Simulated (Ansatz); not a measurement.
**C₂H₈BN: how energies converge with the basis set**

Aim: see how fast density functionals converge with the basis set for C₂H₈BN.

The runs use Ansatz 0.2.0, Gaussian basis; one geometry, several basis sets.

The runs, in order: PBE0-D4/def2-SVP; ωB97M-V/def2-SVP; PBE0-D4/def2-QZVPP; ωB97M-V/def2-QZVPP; the functionals' def2-TZVPP values are taken from earlier runs.

## Step 1: The geometry

The geometry comes from an earlier relaxation with PBE0-D4 in a triple-zeta def2 set; it is a stationary point, not always the lowest conformer.

SMILES `CBCN`, 12 atoms, charge 0, spin multiplicity 1.

Atoms are counted from 1 here; the program's logs count them from 0.

Bond lengths: C1–B2 1.557 Å, C1–H5 1.092 Å, C1–H6 1.100 Å, C1–H7 1.094 Å, B2–C3 1.555 Å, B2–H8 1.205 Å, C3–N4 1.451 Å, C3–H9 1.114 Å, C3–H10 1.099 Å, N4–H11 1.011 Å, N4–H12 1.011 Å. Angles: B2–C1–H5 115.2°, B2–C1–H6 107.2°, B2–C1–H7 112.2°, H5–C1–H6 107.6°, H5–C1–H7 109.3°, H6–C1–H7 104.8°, C1–B2–C3 121.9°, C1–B2–H8 118.9°, C3–B2–H8 119.2°, B2–C3–N4 116.5°, B2–C3–H9 102.1°, B2–C3–H10 109.3°, N4–C3–H9 114.4°, N4–C3–H10 109.9°, H9–C3–H10 103.5°, C3–N4–H11 112.2°, C3–N4–H12 110.9°, H11–N4–H12 107.8°.

## Step 2: PBE0-D4 in def2-SVP

The input, in.yaml:

```yaml
crystal:
  periodic: [false, false, false]
  atoms:
    - {symbol: C, position_ang: [-1.132781, 1.453492, -0.321350]}
    - {symbol: B, position_ang: [-0.651712, 0.030338, 0.088705]}
    - {symbol: C, position_ang: [0.847147, -0.379471, 0.026255]}
    - {symbol: N, position_ang: [1.211386, -1.610585, 0.702887]}
    - {symbol: H, position_ang: [-0.364425, 2.095575, -0.758279]}
    - {symbol: H, position_ang: [-1.500162, 1.947422, 0.589784]}
    - {symbol: H, position_ang: [-1.999187, 1.420081, -0.989233]}
    - {symbol: H, position_ang: [-1.469699, -0.783863, 0.434850]}
    - {symbol: H, position_ang: [1.044086, -0.380961, -1.070397]}
    - {symbol: H, position_ang: [1.466257, 0.448726, 0.397525]}
    - {symbol: H, position_ang: [2.106180, -1.965799, 0.393862]}
    - {symbol: H, position_ang: [0.520011, -2.329955, 0.539391]}
basis:
  gaussian: {orbitals: def2-SVP}
hamiltonian: {xc: pbe0, dispersion: d4}
output: {orbitals: {seedname: orbitals}}
```

The run is started by

```console
$ ansatz run in.yaml --threads 2 --pin off --events-out ev --progress --plain --max-ram 4352MiB
```

Further steps of the session: ωB97M-V in def2-SVP; PBE0-D4 in def2-QZVPP; ωB97M-V in def2-QZVPP.

Q: Predict the results of all the runs planned. Wanted: PBE0-D4: double and triple zeta above quadruple; ωB97M-V: double and triple zeta above quadruple.

**Answer**, as computed:

| quantity | value |
| --- | --- |
| PBE0-D4: double and triple zeta above quadruple | 5.22, 0.28 eV |
| ωB97M-V: double and triple zeta above quadruple | 5.51, 0.27 eV |

**Reading.** For PBE0-D4 the step from double to triple zeta gains 4.95 eV and the next only 0.28 eV. These are total energies; as a rule much of such shifts cancels in differences, which this series doesn't test.
